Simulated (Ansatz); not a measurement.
Crystal: Ta3AsAu2O13.

```
CELL_PARAMETERS angstrom
5.88672 0.00000 0.00000
2.19986 5.91413 0.00000
1.85109 1.73865 7.56124
ATOMIC_POSITIONS crystal
Ta 0.39605 0.05000 0.58683
Ta 0.95891 0.61806 0.76348
Ta 0.06984 0.27356 0.18903
As 0.07072 0.88917 0.02743
Au 0.21939 0.67567 0.38144
Au 0.68925 0.45927 0.56874
O 0.16689 0.59518 0.16534
O 0.86104 0.11514 0.11677
O 0.26950 0.96377 0.83676
O 0.87527 0.82792 0.92000
O 0.70329 0.78261 0.54686
O 0.17528 0.40817 0.59350
O 0.27798 0.92640 0.17203
O 0.64612 0.14878 0.61595
O 0.14281 0.39538 0.93941
O 0.30048 0.17203 0.35732
O 0.19051 0.80386 0.59347
O 0.70787 0.47140 0.81379
O 0.77878 0.42364 0.31185
```

The cell was built by a generator and needn't be a form met in nature.

| Quantity | Value |
| --- | --- |
| Program | Ansatz 0.2.0 |
| Task | relaxation of cell and atoms |
| Functional | r2SCAN |
| Dispersion | rVV10 |
| Potentials or basis | Ansatz PAW |
| Cutoff | 500 eV (not typed: the program's choice for these potentials) |
| k mesh | 4 × 4 × 3 |
| Occupations | fermi-dirac, width 0.05 eV |
| Spin | no spin polarisation |

At the start: volume 13.85 Å³/atom.

How do energy, volume and symmetry change on relaxing?

It ends after 24 steps and the volume is 12.42 Å³/atom (-10.3 %); space group P1 (No. 1, to 0.05 Å).

The path:
```tsv
step	energy change (eV)	largest force (eV/Å)	volume (Å³)
1	0.0000	0.6232	263.24
2	-0.2461	0.6681	244.57
3	-0.3001	0.3036	247.51
4	-0.3124	0.4618	245.04
5	-0.3318	0.1331	244.66
6	-0.3433	0.1165	243.36
7	-0.3556	0.1729	241.89
8	-0.4147	0.5843	236.46
9	-0.4492	0.4038	236.36
10	-0.4559	0.2634	236.70
11	-0.4641	0.0815	236.28
12	-0.4643	0.1517	235.98
13	-0.4659	0.0681	236.15
14	-0.4667	0.0314	236.16
15	-0.4671	0.0257	236.14
16	-0.4677	0.0275	236.09
17	-0.4776	0.2733	235.83
18	-0.4856	0.1667	235.97
19	-0.4869	0.2916	236.14
20	-0.4886	0.1328	235.96
21	-0.4886	0.0571	236.06
22	-0.4891	0.0157	236.02
23	-0.4892	0.0058	236.00
24	-0.4716	0.0053	236.00
```

Final structure:
```
Ta As Au O
1.0
     5.82295    0.21950    0.21659
     2.39655    5.52903    0.17345
     2.17407    1.78862    7.55945
Ta As Au O
3 1 2 13
Direct
  0.38704 0.04542 0.57629
  0.91302 0.66845 0.75305
  0.09927 0.27698 0.17555
  0.01401 0.90654 0.01880
  0.23904 0.68532 0.36955
  0.71284 0.40149 0.59370
  0.15882 0.61654 0.16245
  0.85626 0.13264 0.13193
  0.23465 0.96267 0.83232
  0.80258 0.86155 0.94249
  0.72384 0.74340 0.52996
  0.18384 0.41312 0.59271
  0.32537 0.93735 0.16087
  0.67689 0.06160 0.64652
  0.13527 0.43190 0.92532
  0.33519 0.18710 0.34372
  0.20457 0.81601 0.58006
  0.70997 0.46566 0.82560
  0.78749 0.38627 0.33910
```

Caveat: the plane-wave basis is chosen anew once the cell has moved, so the energies of steps on either side of that aren't comparable; the PAW data sets come from PBE, with cores solved anew for the run's functional, which leaves a small shift of forces and pressure.
